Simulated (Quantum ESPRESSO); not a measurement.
Crystal: Si.

```
Si
1.0
     0.00000    2.72185    2.72185
     2.72185    0.00000    2.72185
     2.72185    2.72185    0.00000
Si
2
Direct
  0.50000 0.50000 0.50000
  0.75000 0.75000 0.75000
```

Base run:

| Property | Result |
| --- | --- |
| Program | Quantum ESPRESSO 7.5 |
| Functional | PBEsol |
| Potentials or basis | PseudoDojo 0.4.1 SR PBEsol standard |
| Cutoff | 490 eV |
| Density cutoff | 1959 eV |
| k mesh | 24 × 24 × 24 |
| Occupations | fixed |
| Spin | no spin polarisation |

Its results: band gap on the k mesh, mean-field level 0.47 eV, indirect (least direct gap 2.51 eV).

Problem. The run is repeated on the same cell with these changes: k mesh from 24 × 24 × 24 to 4 × 4 × 4; k mesh of the self-consistent run from 24 × 24 × 24 to 8 × 8 × 8. What comes out?

Solution. Band gap on the k mesh, mean-field level 0.61 eV, indirect (least direct gap 2.51 eV).

Caveats: some runs use coarse meshes.

A k mesh can miss the band edges.
